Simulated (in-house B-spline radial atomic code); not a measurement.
**Excited states and polarisability of Cu²⁷⁺ by several methods**

One table from this session's results is given with a row withheld; the runs are named, their logs left out.

Method: linear response of a closed shell, each method with its own adiabatic kernel; non-relativistic; B-spline basis; no spin-orbit coupling, no double excitations; only terms of natural parity, (−1)^L, with L up to 3 are computed. Code: in-house B-spline radial atomic code version 1.

## The system

```
element       : copper (Z = 29)
charge        : +27
configuration : 1s2
runs          : TDHF; PBE; LC-ωPBE; OLYP; BHandHLYP
```

Outer shells as boxes (Hund's rule):

Cu²⁷⁺
```
1s [↑↓]
```

Set-up of the first run:

Input settings:

```ini
Z = 29
electrons = 2.0
configuration = 1s2
hamiltonian = nr
method = hf
box_radius = 4.42
intervals = 48
```

Run with:

```console
$ python run_td.py task.json out
```

One command runs all members of the session, one after another, from task.json.

Among the steps run: TDHF.

One table of the session follows, with a row left open; its other results are not shown here.

It belongs to the step «TDHF». 

```
   state  full (eV)  Tamm-Dancoff (eV)
1s→2s ³S     8239.6             8239.7
1s→2p ³P     8268.9             8268.9
1s→2s ¹S     8273.2             8273.2
1s→2p ¹P          ?                  ?
1s→3s ³S     9755.3             9755.3
1s→3p ³P     9763.4             9763.4
1s→3s ¹S     9764.1             9764.1
1s→3d ³D     9768.3             9768.3
1s→3d ¹D     9768.6             9768.6
1s→3p ¹P     9770.2             9770.2
1s→4s ³S    10281.6            10281.6
1s→4p ³P    10284.9            10284.9
1s→4s ¹S    10285.1            10285.1
1s→4d ³D    10286.9            10286.9
```

Q: Estimate the row for 1s→2p ¹P from the others.

**Answer.** full (eV): 8294.3; Tamm-Dancoff (eV): 8294.3. In the column «full (eV)» it lies between 1s→2s ¹S (8273.2) and 1s→3s ³S (9755.3).
